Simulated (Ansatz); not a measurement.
# CH8ClNOSi: the cost of one run

All numbers below are computed with Ansatz 0.2.0 (RKS B3LYP-D4/def2-SVP).

### 1 The starting structure

Bond lengths: Si1–N2 2.122 Å, Si1–O3 1.631 Å, O3–C4 1.396 Å, Si1–H5 1.455 Å, Si1–H6 1.443 Å, Si1–Cl8 2.493 Å, N2–H9 1.008 Å, N2–H10 1.009 Å, C4–H11 1.092 Å, C4–H12 1.094 Å, C4–H13 1.091 Å. Angles (14 of 20 angles, heavy atoms first): N2–Si1–O3 98.5°, N2–Si1–Cl8 73.9°, O3–Si1–Cl8 168.0°, Si1–O3–C4 131.7°, Si1–N2–H9 115.4°, Si1–N2–H10 117.0°, N2–Si1–H5 100.6°, N2–Si1–H6 113.8°, O3–Si1–H5 106.7°, O3–Si1–H6 92.0°, H5–Si1–Cl8 84.1°, H6–Si1–Cl8 82.9°, O3–C4–H11 111.6°, O3–C4–H12 109.8°.

As a file:

```xyz
13

Si   -0.3114   -0.1402    1.0071
N     1.1950   -1.0420   -0.1845
O    -1.2936    0.3716   -0.1905
C    -1.1065    1.3057   -1.2108
H     0.3991    1.0325    1.4934
H    -1.3034   -1.0697    1.4916
H     1.7281   -1.5432    0.9305
Cl    1.1708   -1.3761    2.5855
H     0.8774   -1.7711   -0.8041
H     1.8407   -0.4235   -0.6523
H    -0.3704    2.0634   -0.9324
H    -0.7648    0.7996   -2.1181
H    -2.0611    1.7929   -1.4154
```

### 2 Pulling towards end A

Springs on the bonds that form and break draw the guess towards this end; the thresholds are loose.

Input file input.yaml:

```yaml
crystal:
  periodic: [false, false, false]
  atoms:
    - { symbol: Si, position_ang: [-0.3114, -0.1402, 1.0071] }
    - { symbol: "N", position_ang: [1.195, -1.042, -0.1845] }
    - { symbol: O, position_ang: [-1.2936, 0.3716, -0.1905] }
    - { symbol: C, position_ang: [-1.1065, 1.3057, -1.2108] }
    - { symbol: H, position_ang: [0.3991, 1.0325, 1.4934] }
    - { symbol: H, position_ang: [-1.3034, -1.0697, 1.4916] }
    - { symbol: H, position_ang: [1.7281, -1.5432, 0.9305] }
    - { symbol: Cl, position_ang: [1.1708, -1.3761, 2.5855] }
    - { symbol: H, position_ang: [0.8774, -1.7711, -0.8041] }
    - { symbol: H, position_ang: [1.8407, -0.4235, -0.6523] }
    - { symbol: H, position_ang: [-0.3704, 2.0634, -0.9324] }
    - { symbol: H, position_ang: [-0.7648, 0.7996, -2.1181] }
    - { symbol: H, position_ang: [-2.0611, 1.7929, -1.4154] }
basis:
  gaussian: { orbitals: def2-SVP }
hamiltonian:
  xc: b3lyp
  dispersion: d4
relax:
  f_tol: 0.15
  max_steps: 25
  restrain:
    - { distance: [0, 7], at: 3.43, k: 30.0 }
    - { distance: [6, 1], at: 2.32, k: 30.0 }
    - { distance: [0, 1], at: 1.82, k: 30.0 }
    - { distance: [6, 7], at: 1.33, k: 30.0 }
```

The run is started by

```console
> ansatz run input.yaml --threads 2 --pin off --max-ram 3072MiB --backend cpu --events-out ev --progress --plain --runs-dir out
```

Q: Estimate wall time and peak memory on 2 threads of Arm Neoverse N1, shared host.

About 75 s, with a peak of 0.28 GiB.
